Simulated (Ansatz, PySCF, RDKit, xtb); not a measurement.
# BSiBrO: from the formula to a structure

Given the formula BSiBrO and nothing else, which arrangement of the atoms is the most stable in the gas at 298.15 K, and what are its properties?

Plan: many cheap relaxations first (GFN2-xTB), then density-functional screening, relaxation at PBE0-D3(BJ)/def2-SVP, vibrations and a final energy. The numbers are computed, not measured.

7 further runs of the same task are left out: 7 set aside as unsound or not needed.

### Step 1. Possible bonding patterns

A program enumerates the bonding patterns with one Lewis structure each (two rings at most, one unusual centre or charged pair), with their diastereomers. O–O, O–halogen and N–halogen bonds and N–N–N chains are not drawn. That gives 7 candidates.

| label | SMILES | spin |
| --- | --- | --- |
| c077 | Br[Si]1=BO1 | singlet |
| c083 | [B+]=[Si-](=O)Br | singlet |
| c140 | BrB1O[Si]1 | triplet |
| c284 | O=B[Si]Br | triplet |
| c440 | O=B[Si]Br | singlet |
| c642 | O=[Si]=BBr | singlet |
| c868 | BrB1O[Si]1 | singlet |

Candidates are built by distance geometry, with a force field where one applies, in up to four conformers (letters a to d). 6 starts with atoms placed at random are added, to find patterns that the rules miss.

Q: Predict the outcome of this search (final energies at CCSD(T)/def2-TZVPP).

| quantity | value |
| --- | --- |
| lowest structure found | O=B[Si]Br, singlet, Cs |
| next finalist | BrB1O[Si]1, singlet, 7.5 kcal/mol higher in G |
| share at equilibrium, among the finalists | 100.0 % |
| harmonic wavenumbers, lowest and highest (PBE0-D3(BJ)/def2-SVP) | 91 and 2009 cm⁻¹ |
| rotational constants, same geometry | 0.2617, 0.05807, 0.04752 cm⁻¹ |
| dipole moment (PBE0/def2-TZVPD) | 2.98 D |
| HOMO energy (PBE0/def2-TZVPD) | -7.64 eV |
| LUMO energy (PBE0/def2-TZVPD) | -4.03 eV |
| HOMO–LUMO gap (PBE0/def2-TZVPD) | 3.61 eV |
| lowest excitation (TD-CAM-B3LYP/def2-SVPD) | 2.31 eV (f = 0.007) |
| strongest of the states computed, same level | 6.45 eV (f = 0.090) |
| lowest triplet excitation, same level, Tamm-Dancoff | 1.31 eV |
| vertical ionisation energy | 9.71 eV |
| vertical electron affinity | 2.21 eV |
| vertical triplet less singlet | +1.27 eV |

`O=B[Si]Br` comes out lowest. Among the finalists first place is clear (7.5 kcal/mol); structures outside the list aren't covered. HF/STO-3G, r2SCAN-D4/def2-SVP, PBE0-D3(BJ)/def2-SVP, HF/def2-TZVPP and MP2/def2-TZVPP already put its bonding pattern lowest among the structures in one piece. The search is not exhaustive (a finite list of starts, one conformer a finalist), so a lower isomer can't be ruled out.
